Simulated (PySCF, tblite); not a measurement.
# C5H8N2Si: geometry, infrared bands and NMR shifts

Wanted: the infrared bands and NMR shifts of C5H8N2Si (`C=Cc1cncn1[SiH3]`), by calculation.

The runs use tblite 0.8.0 and PySCF 2.14.0, with density-fitted response routines of our own; the level of theory stands in each step. All values are computed, except where a source is named. Atoms count from 0, in the outputs and in this text.

## (1) Starting geometry

16 atoms, charge 0, multiplicity 1; geometry from: force field or distance geometry start.

Bonds of the start (Å): C0–C1 1.33, C1–C2 1.43, C2–C3 1.38, C3–N4 1.37, N4–C5 1.31, C5–N6 1.37, N6–Si7 1.76, N6–C2 1.38, C0–H8 1.09, C0–H9 1.09, C1–H10 1.08, C3–H11 1.09, C5–H12 1.08, Si7–H13 1.48, Si7–H14 1.48, Si7–H15 1.48.

## (2) Optimising the geometry with GFN2-xTB

What the job is given:

```
{"job": {"kind": "relax", "xc": "GFN2-xTB", "basis": "xTB"}, "charge": 0, "multiplicity": 1}
C     -2.584100     0.524300     0.668500
C     -1.277500     0.691100     0.502000
C     -0.448900    -0.358600    -0.004300
C     -0.713400    -1.657300    -0.398400
N      0.416000    -2.300400    -0.830200
C      1.365900    -1.402600    -0.743100
N      0.897800    -0.215700    -0.251700
Si     1.963100     1.169300    -0.018400
H     -3.191600     1.333100     1.070900
H     -3.120600    -0.388900     0.417700
H     -0.849300     1.642400     0.797300
H     -1.663900    -2.190900    -0.361200
H      2.400700    -1.572700    -1.005700
H      1.875800     1.658200     1.375200
H      3.366300     0.804200    -0.310400
H      1.556200     2.273500    -0.919500
```

The run is started by

```sh
$ OMP_NUM_THREADS=1 python probes_run.py task.json out
```

The driver reads the jobs from task.json and runs them one after another.

The program printed:

```text
step      E/eV     max force
  0    -608.53101    1.522
  1    -608.59935    0.568
  2    -608.62384    0.439
  3    -608.63759    0.337
  4    -608.64436    0.205
  5    -608.64907    0.195
  6    -608.65335    0.206
  7    -608.65641    0.169
  8    -608.65810    0.109
  9    -608.65926    0.097
 10    -608.66024    0.081
 11    -608.66109    0.079
 12    -608.66197    0.085
 13    -608.66281    0.075
 14    -608.66343    0.060
 15    -608.66379    0.050
 16    -608.66405    0.045
 17    -608.66435    0.045
 18    -608.66467    0.044
 19    -608.66496    0.046
 20    -608.66523    0.061
 21    -608.66551    0.066
 22    -608.66582    0.054
 23    -608.66615    0.049
 24    -608.66647    0.048
 25    -608.66683    0.060
 26    -608.66723    0.069
 27    -608.66755    0.049
 28    -608.66772    0.029
 29    -608.66781    0.032
 30    -608.66792    0.041
 31    -608.66803    0.041
 32    -608.66812    0.025
 33    -608.66817    0.015
 34    -608.66820    0.015
 35    -608.66823    0.017
 36    -608.66826    0.019
 37    -608.66829    0.016
 38    -608.66832    0.014
 39    -608.66834    0.019
 40    -608.66837    0.019
 41    -608.66841    0.014
 42    -608.66843    0.014
 43    -608.66846    0.015
 44    -608.66848    0.015
 45    -608.66851    0.013
 46    -608.66854    0.016
 47    -608.66860    0.023
 48    -608.66869    0.035
 49    -608.66883    0.041
 50    -608.66897    0.031
 51    -608.66906    0.018
 52    -608.66909    0.014
 53    -608.66911    0.014
 54    -608.66915    0.014
 55    -608.66918    0.017
 56    -608.66920    0.011
 57    -608.66922    0.009
```

It took 0.31 s on 1 thread of Arm Neoverse V2, shared host; peak memory 0.18 GiB.

The steps of the relaxation: (not every step is listed)

| step | energy from step 0 (eV) | largest force (eV/Å) |
| --- | --- | --- |
| 0 | 0.0000 | 1.5217 |
| 1 | -0.0683 | 0.5676 |
| 2 | -0.0928 | 0.4385 |
| 3 | -0.1066 | 0.3367 |
| 4 | -0.1133 | 0.2054 |
| 5 | -0.1181 | 0.1948 |
| 6 | -0.1223 | 0.2061 |
| 7 | -0.1254 | 0.1691 |
| 8 | -0.1271 | 0.1090 |
| 12 | -0.1310 | 0.0847 |
| 16 | -0.1330 | 0.0446 |
| 20 | -0.1342 | 0.0606 |
| 24 | -0.1355 | 0.0485 |
| 28 | -0.1367 | 0.0295 |
| 32 | -0.1371 | 0.0253 |
| 36 | -0.1372 | 0.0194 |
| 40 | -0.1374 | 0.0190 |
| 44 | -0.1375 | 0.0149 |
| 48 | -0.1377 | 0.0349 |
| 52 | -0.1381 | 0.0137 |
| 53 | -0.1381 | 0.0141 |
| 54 | -0.1381 | 0.0140 |
| 55 | -0.1382 | 0.0166 |
| 56 | -0.1382 | 0.0112 |
| 57 | -0.1382 | 0.0093 |

Close pairs (by a distance rule), those that changed most:

| bond | before (Å) | after (Å) | change (Å) |
| --- | --- | --- | --- |
| Si7–H14 | 1.479 | 1.459 | -0.020 |
| Si7–H15 | 1.482 | 1.463 | -0.019 |
| C3–H11 | 1.091 | 1.071 | -0.019 |
| Si7–H13 | 1.479 | 1.463 | -0.017 |
| C0–H8 | 1.089 | 1.076 | -0.013 |
| C0–H9 | 1.088 | 1.076 | -0.013 |
| N4–C5 | 1.310 | 1.298 | -0.012 |
| C3–N4 | 1.370 | 1.358 | -0.011 |

The final coordinates are the input of the step that follows.

## (3) Vibrational analysis with GFN2-xTB

What the job is given:

```
{"job": {"kind": "ir", "xc": "GFN2-xTB", "basis": "xTB"}, "charge": 0, "multiplicity": 1}
C     -2.568002     0.562776     0.678442
C     -1.261515     0.678112     0.460584
C     -0.418937    -0.373817    -0.041565
C     -0.700442    -1.670007    -0.403208
N      0.429081    -2.298183    -0.820566
C      1.373689    -1.413621    -0.718008
N      0.940803    -0.209359    -0.249624
Si     1.925201     1.216477     0.014138
H     -3.149535     1.384326     1.058323
H     -3.095941    -0.354927     0.486859
H     -0.761303     1.616857     0.665802
H     -1.638635    -2.187325    -0.389553
H      2.400020    -1.589866    -0.970037
H      1.840432     1.561043     1.433128
H      3.270071     0.804575    -0.372097
H      1.407414     2.281883    -0.844030
```

The program printed:

```text
mode    cm-1     km/mol
  1      73.3      0.01
  2     125.5      0.16
  3     144.3      0.15
  4     160.4      1.35
  5     240.3      0.21
  6     251.9      0.42
  7     445.2     16.66
  8     500.2     15.06
  9     545.7     20.19
 10     591.6     48.69
 11     598.7     63.49
 12     632.8     28.05
 13     690.0      6.31
 14     703.6      2.99
 15     767.0    189.61
 16     775.7    173.51
 17     795.6      1.14
 18     796.1    427.87
 19     815.8      1.13
 20     872.1     12.48
 21     910.3      9.94
 22    1001.4     18.79
 23    1019.7     10.75
 24    1097.7     30.32
 25    1124.9     14.48
 26    1152.5     20.14
 27    1259.6     13.52
 28    1276.8    114.83
 29    1310.4     13.17
 30    1365.6     82.88
 31    1408.8     25.21
 32    1476.9     89.05
 33    1547.5     57.13
 34    1666.0     17.08
 35    2274.8    374.69
 36    2278.8    133.50
 37    2314.2    245.18
 38    3040.2     42.56
 39    3115.8     11.37
 40    3142.4     31.59
 41    3169.7     25.31
 42    3172.5     14.44
```

Wall time 0.46 s (1 thread of Arm Neoverse V2, shared host); peak memory 0.18 GiB.

Which atoms move in the most intense modes:

| cm⁻¹ | km/mol | atoms |
| --- | --- | --- |
| 767 | 189.6 | H14 57 %, H15 19 %, H13 19 % |
| 776 | 173.5 | H13 47 %, H15 46 % |
| 796 | 427.9 | H14 36 %, H13 27 %, H15 27 % |
| 1277 | 114.8 | N6 34 %, C3 22 %, C5 19 %, N4 12 % |
| 1477 | 89.0 | C5 38 %, C2 24 %, N4 23 % |
| 2275 | 374.7 | H15 56 %, H13 40 % |
| 2279 | 133.5 | H13 57 %, H15 41 % |
| 2314 | 245.2 | H14 97 % |

## (4) NMR shieldings: PBE0/pcSseg-1

Settings changed since step 3:

```diff
@@ -1,2 +1,2 @@
-{"job": {"kind": "ir", "xc": "GFN2-xTB", "basis": "xTB"}, "charge": 0, "multiplicity": 1}
+{"job": {"kind": "nmr", "xc": "PBE0", "basis": "pcSseg-1"}, "charge": 0, "multiplicity": 1}
 C     -2.568002     0.562776     0.678442
```

Level: GIAO PBE0/pcSseg-1 NMR shielding, non-relativistic, gas phase.

The program printed:

```text
coarse grid: 14144 points
cycle   1  E = -593.7052695521  dE =  1.396e+00  |g| = 4.255e-01  |ddm| = 3.861e+00
cycle   2  E = -593.6600685767  dE =  4.520e-02  |g| = 6.252e-01  |ddm| = 1.130e+00
cycle   3  E = -593.7504237541  dE = -9.036e-02  |g| = 1.284e-01  |ddm| = 6.677e-01
cycle   4  E = -593.7537840527  dE = -3.360e-03  |g| = 4.085e-02  |ddm| = 1.267e-01
cycle   5  E = -593.7541173580  dE = -3.333e-04  |g| = 1.549e-02  |ddm| = 4.403e-02
cycle   6  E = -593.7541706015  dE = -5.324e-05  |g| = 3.353e-03  |ddm| = 1.455e-02
cycle   7  E = -593.7541729829  dE = -2.381e-06  |g| = 9.104e-04  |ddm| = 3.073e-03
final grid: 132928 points
cycle   8  E = -593.7981301677  dE = -3.375e-05  |g| = 7.099e-03  |ddm| = 3.416e-02
cycle   9  E = -593.7981276719  dE =  2.496e-06  |g| = 8.050e-03  |ddm| = 1.414e-02
cycle  10  E = -593.7981423807  dE = -1.471e-05  |g| = 1.102e-03  |ddm| = 7.385e-03
cycle  11  E = -593.7981426441  dE = -2.634e-07  |g| = 2.448e-04  |ddm| = 1.088e-03
cycle  12  E = -593.7981426553  dE = -1.114e-08  |g| = 1.158e-04  |ddm| = 3.030e-04
cycle  13  E = -593.7981426580  dE = -2.713e-09  |g| = 3.367e-05  |ddm| = 1.136e-04
cycle  14  E = -593.7981426582  dE = -2.458e-10  |g| = 9.613e-06  |ddm| = 4.045e-05
converged SCF energy = -593.7981426582

GIAO shielding tensors (ppm)
atom      isotropic    diamagn.    paramagn.     s11        s22        s33       span
  0 C       69.836     253.573    -183.736    -39.672     80.530    168.651    208.323
  1 C       56.419     256.394    -199.975    -60.495     68.952    160.800    221.295
  2 C       46.993     254.592    -207.600    -26.265     42.411    124.832    151.097
  3 C       50.907     256.351    -205.443    -25.327     47.062    130.986    156.313
  4 N      -45.910     334.542    -380.452   -268.033   -114.190    244.493    512.526
  5 C       42.316     250.980    -208.664    -34.354     61.240    100.063    134.417
  6 N       93.610     333.683    -240.072     -2.028     96.791    186.068    188.095
  7 Si     406.527     881.336    -474.809    383.204    389.435    446.942     63.737
  8 H       26.231      28.788      -2.558     23.743     24.881     30.068      6.325
  9 H       25.542      32.242      -6.700     23.184     23.589     29.853      6.668
 10 H       24.981      33.360      -8.380     21.452     23.120     30.369      8.917
 11 H       23.773      33.751      -9.978     20.359     24.156     26.804      6.444
 12 H       24.581      30.495      -5.914     20.327     25.523     27.894      7.566
 13 H       26.660      29.931      -3.271     23.131     25.166     31.681      8.550
 14 H       26.760      29.553      -2.793     22.849     26.105     31.325      8.476
 15 H       26.663      29.917      -3.254     23.141     25.148     31.701      8.560
```

Wall time 27 s (1 thread of Arm Neoverse V2, shared host); peak memory 0.83 GiB.

The references, computed at this level on geometries of the same kind, shield at (ppm): 1H TMS 31.72, 13C TMS 186.9, 29Si TMS 349.2, 15N NH3 267.7. Their shielding less the atom's gives the shift. The references are single molecules in the gas phase, so shifts against H2O, NH3, PH3, H3PO4 or CFCl3 are not on the usual liquid scales and can be off by tens of ppm. Atoms listed in one row are averaged.

| atoms | environment | σ (ppm) | δ (ppm) | δ scaled to CDCl3 |
| --- | --- | --- | --- | --- |
| C5 | aromatic CH between two ring heteroatoms | 42.3 | 144.6 | 139.2 |
| C2 | substituted aromatic carbon next to a ring nitrogen | 47.0 | 139.9 | 134.7 |
| C3 | aromatic CH next to a ring nitrogen | 50.9 | 136.0 | 130.8 |
| C1 | alkene CH | 56.4 | 130.5 | 125.5 |
| C0 | terminal =CH2 carbon | 69.8 | 117.1 | 112.4 |
| H11 | hydrogen on an aromatic CH next to a ring nitrogen | 23.77 | 7.94 | 7.59 |
| H12 | hydrogen on an aromatic CH between two ring heteroatoms | 24.58 | 7.14 | 6.83 |
| H10 | hydrogen on an alkene CH | 24.98 | 6.74 | 6.46 |
| H9 | hydrogen on a terminal =CH2 carbon | 25.54 | 6.18 | 5.93 |
| H8 | hydrogen on a terminal =CH2 carbon | 26.23 | 5.49 | 5.28 |
| H13, H14, H15 | hydrogen on a silicon bonded to N | 26.69 | 5.02 | – |
| N4 | pyridine-type nitrogen of an azole | -45.9 | 313.6 | – |
| N6 | pyrrole-type ring nitrogen | 93.6 | 174.1 | – |
| Si7 | silicon bonded to N, 3 H | 406.5 | -57.4 | – |

The scaled column applies a straight-line fit of computed shieldings to shifts measured in CDCl3 (root-mean-square error 0.16 ppm for H, 1.9 ppm for C).

Charges from the same density, by scheme (e):

| atoms | Mulliken | IAO | Hirshfeld | ESP fit |
| --- | --- | --- | --- | --- |
| C0 | -0.11 | -0.31 | -0.10 | -0.45 |
| C1 | -0.19 | -0.15 | -0.05 | -0.18 |
| C2 | 0.18 | 0.02 | 0.01 | 0.02 |
| C3 | 0.02 | -0.09 | -0.03 | 0.15 |
| N4 | -0.39 | -0.32 | -0.21 | -0.58 |
| C5 | 0.30 | 0.04 | 0.04 | 0.24 |
| N6 | -0.76 | -0.37 | -0.11 | -0.18 |
| Si7 | 0.62 | 0.74 | 0.39 | 0.42 |

Mayer bond orders: C0–C1 1.95, C1–C2 1.11, C2–C3 1.51, C3–N4 1.35, N4–C5 1.63, C5–N6 1.16, N6–Si7 0.81, N6–C2 1.00.

Ring of atoms C2, C3, N4, C5, N6: NICS(0) -10.9, NICS(1) -10.5, NICS(1)zz -27.4 ppm (means of both faces).

## (5) Outcome

```
                                                              quantity                                   value
                             strongest single infrared mode (GFN2-xTB)                    796 cm⁻¹, 428 km/mol
                                          zero-point energy (GFN2-xTB)                           72.4 kcal/mol
                                13C shifts against TMS (PBE0/pcSseg-1)   144.6, 139.9, 136.0, 130.5, 117.1 ppm
1H shifts against TMS (PBE0/pcSseg-1, means over atoms taken as alike)  7.94, 7.14, 6.74, 6.18, 5.49, 5.02 ppm
                                15N shifts against NH3 (PBE0/pcSseg-1)                        313.6, 174.1 ppm
                               29Si shifts against TMS (PBE0/pcSseg-1)                               -57.4 ppm
```

What this shows: The optimisation took 57 steps and gained 0.138 eV; among the close pairs (by a distance rule), Si7–H14 changed most, from 1.479 to 1.459 Å. All 42 modes are real, so the xTB geometry is a minimum. Unscaled tight-binding wavenumbers are off by several per cent, some by more. Its intensities can rank the bands wrongly. At PBE0/pcSseg-1: Shielding is most anisotropic at N4 (span 513 ppm, paramagnetic term -380 ppm). NICS(1)zz of -27 ppm above the planar ring from C2 marks a diatropic (aromatic) ring current.
